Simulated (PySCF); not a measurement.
# C3H8ClFSi2: magnetic properties

What do calculations give for the magnetic properties of C3H8ClFSi2 (`C=C[C@](F)([SiH3])[SiH2]Cl`)?

Computed with PySCF 2.14.0 and routines of our own; the level stands in each step. Atoms count from 0.

## (1) The system as given

15 atoms, charge 0, multiplicity 1; geometry from: GFN2-xTB.

## (2) Magnetic properties: GIAO HF/pcSseg-1

What the job is given:

```
{"job": {"kind": "mag", "xc": "HF", "basis": "pcSseg-1", "isotopologues": 2}, "charge": 0, "multiplicity": 1}
C      2.240865    -0.485838    -0.581080
C      1.044257     0.072627    -0.645903
C     -0.084036    -0.185095     0.286116
F      0.313953    -1.120916     1.268624
Si    -1.539320    -1.045323    -0.655358
Si    -0.532703     1.406438     1.275533
Cl    -1.303907     2.750105    -0.009421
H      2.487968    -1.195770     0.190034
H      3.013255    -0.254323    -1.293470
H      0.801362     0.785237    -1.423148
H     -1.961424    -0.160809    -1.738886
H     -2.610268    -1.263295     0.315577
H     -1.018810    -2.309993    -1.165899
H     -1.533791     1.061358     2.277921
H      0.678186     1.953586     1.877447
```

Level: GIAO HF/pcSseg-1 magnetisability, rotational g tensor and spin-rotation constants, non-relativistic, gas phase.

On the command line:

```
OMP_NUM_THREADS=1 python excited_run.py task.json out
```

This one command runs all jobs of the session in turn.

The log of the run:

```text
final grid: 123808 points
cycle   1  E = -1254.8459628310  dE =  8.874e-01  |g| = 6.517e-01  |ddm| = 3.369e+00
cycle   2  E = -1254.9465943487  dE = -1.006e-01  |g| = 3.988e-01  |ddm| = 8.837e-01
cycle   3  E = -1254.9771281250  dE = -3.053e-02  |g| = 7.814e-02  |ddm| = 3.415e-01
cycle   4  E = -1254.9794949091  dE = -2.367e-03  |g| = 2.054e-02  |ddm| = 1.339e-01
cycle   5  E = -1254.9796346297  dE = -1.397e-04  |g| = 4.348e-03  |ddm| = 3.264e-02
cycle   6  E = -1254.9796468819  dE = -1.225e-05  |g| = 1.672e-03  |ddm| = 1.094e-02
cycle   7  E = -1254.9796485460  dE = -1.664e-06  |g| = 5.225e-04  |ddm| = 3.950e-03
cycle   8  E = -1254.9796487540  dE = -2.079e-07  |g| = 1.898e-04  |ddm| = 1.494e-03
cycle   9  E = -1254.9796487765  dE = -2.251e-08  |g| = 4.870e-05  |ddm| = 5.019e-04
cycle  10  E = -1254.9796487785  dE = -2.007e-09  |g| = 2.072e-05  |ddm| = 1.291e-04
cycle  11  E = -1254.9796487787  dE = -2.556e-10  |g| = 5.732e-06  |ddm| = 4.962e-05
converged SCF energy = -1254.9796487787

Magnetisability tensor (1e-30 J/T^2)
    -1424.71      -13.20      -63.08
      -13.20    -1490.64      -27.21
      -63.08      -27.21    -1442.69
isotropic -1452.68   principal values   -1523.61  -1464.99  -1369.44
isotropic susceptibility -87.482 1e-6 cm^3/mol

Inertial axes            a          b          c
rot. const./GHz      1.8056     1.0059     0.8738
chi total           -88.356    -88.903    -85.188
chi diamagnetic    -799.660  -1244.987  -1436.210
chi paramagnetic    711.304   1156.084   1351.022
quadrupole/D A       -5.655      4.272      1.384
g nuclear            0.5803     0.5309     0.5404
g electronic        -0.6034    -0.5463    -0.5546
g total             -0.0231    -0.0154    -0.0142

Spin-rotation constants (kHz, H = +C I.J)
atom  isotope        aa         bb         cc
  3    19F        0.067     -0.162      0.017
  6   35Cl        0.090      0.065      0.051
  7     1H       -0.056     -0.106      0.010
  8     1H       -0.188     -0.049      0.019
  9     1H       -0.090     -0.111      0.030
 10     1H       -0.105     -0.087     -0.011
 11     1H       -0.167     -0.047     -0.013
 12     1H        0.059     -0.096     -0.085
 13     1H       -0.167     -0.056      0.005
 14     1H       -0.178      0.045     -0.081
  0    13C*       0.405      0.208      0.356
  1    13C*       0.475      0.227      0.407
  2    13C*       0.400      0.272      0.181
  4   29Si*      -0.930     -0.486     -0.473
  5   29Si*      -0.973     -0.554     -0.517
* in the singly substituted isotopologue

Isotopologues: g along a, b, c
2H    at 7,8,9,10,11,12    -0.0202    -0.0144    -0.0129
13C   at 0                 -0.0229    -0.0152    -0.0139
```

Run time: 28 s. Hardware: 1 thread of Arm Neoverse N1, shared host; peak memory 0.81 GiB.

From this job:

| quantity | value |
| --- | --- |
| magnetisability | -1453·10⁻³⁰ J/T² |
| molar susceptibility | -87.5·10⁻⁶ cm³/mol |
| rotational g (a, b, c) | -0.0231, -0.0154, -0.0142 |

## (3) Results

```
                                         quantity                      value
       magnetisability (step 2, GIAO HF/pcSseg-1)           -1453·10⁻³⁰ J/T²
  molar susceptibility (step 2, GIAO HF/pcSseg-1)         -87.5·10⁻⁶ cm³/mol
rotational g (a, b, c) (step 2, GIAO HF/pcSseg-1)  -0.0231, -0.0154, -0.0142
```

The values above hold for this geometry and these levels alone. Vibrational averaging and real surroundings are missing from these values.
